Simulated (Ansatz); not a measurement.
# BrClH₃NOSi, SMILES N[Si](O)(Cl)Br: energies of removing a hydrogen

Program: Ansatz 0.2.0 through its Python package.

`brclh3nosi.xyz`
```text
8

N     0.15030    0.87070    0.79900
Si   -0.23010   -0.25580   -0.37830
O     0.78150   -1.46980   -0.03990
Cl   -2.03310   -0.96450   -0.17520
Br    0.16050    0.58600   -2.36780
H    -0.53330    1.71190    0.64120
H     1.05930    1.28350    0.60820
H     0.73720   -1.81930    0.85700
```

`bde.py`:
```python
import ansatz as az


def energy(molecule, charge=0, unpaired=0):
    calc = (
        molecule.calculation()
        .basis(gaussian="cc-pVDZ")
        .functional("r2scan0")
    )
    if charge:
        calc = calc.charge(charge)
    if unpaired:
        calc = calc.spin("collinear", total=unpaired)
    return calc.run().report["free_energy_ev"]

def without(molecule, index):
    rest = az.Crystal.molecule()
    for i, site in enumerate(molecule.cartesian_sites):
        if i != index:
            rest = rest.atom(site.symbol, site.position_ang)
    return rest


def main() -> None:
    molecule = az.Crystal.molecule_from_extxyz("brclh3nosi.xyz")

    whole = energy(molecule, 0)
    hydrogen = energy(az.Crystal.molecule().atom("H", (0, 0, 0)), 0, 1)
    print(f"E(molecule) = {whole:.5f} eV, E(H) = {hydrogen:.5f} eV")
    for index in [6, 7]:
        radical = energy(without(molecule, index), 0, 1)
        print(f"H{index}: homolysis {(radical + hydrogen - whole):.3f} eV")


if __name__ == "__main__":
    main()
```

Running `python bde.py` prints:
```text
E(molecule) = -94031.87867 eV, E(H) = -13.58463 eV
H6: homolysis 4.833 eV
H7: homolysis 5.145 eV
```

Caveats:
- Total energies depend on the basis set; only differences at equal settings carry meaning.
- The geometry is a force-field or estimated start, not a minimum of this method, and the basis set is short of its limit. All parts are taken at fixed geometry, without zero-point energy.
- The spin-orbit lowering of heavy atoms is left out.
- Run time: 3.5 min on 1 thread of Arm Neoverse N1, with other jobs on the host, peak memory 0.56 GiB.
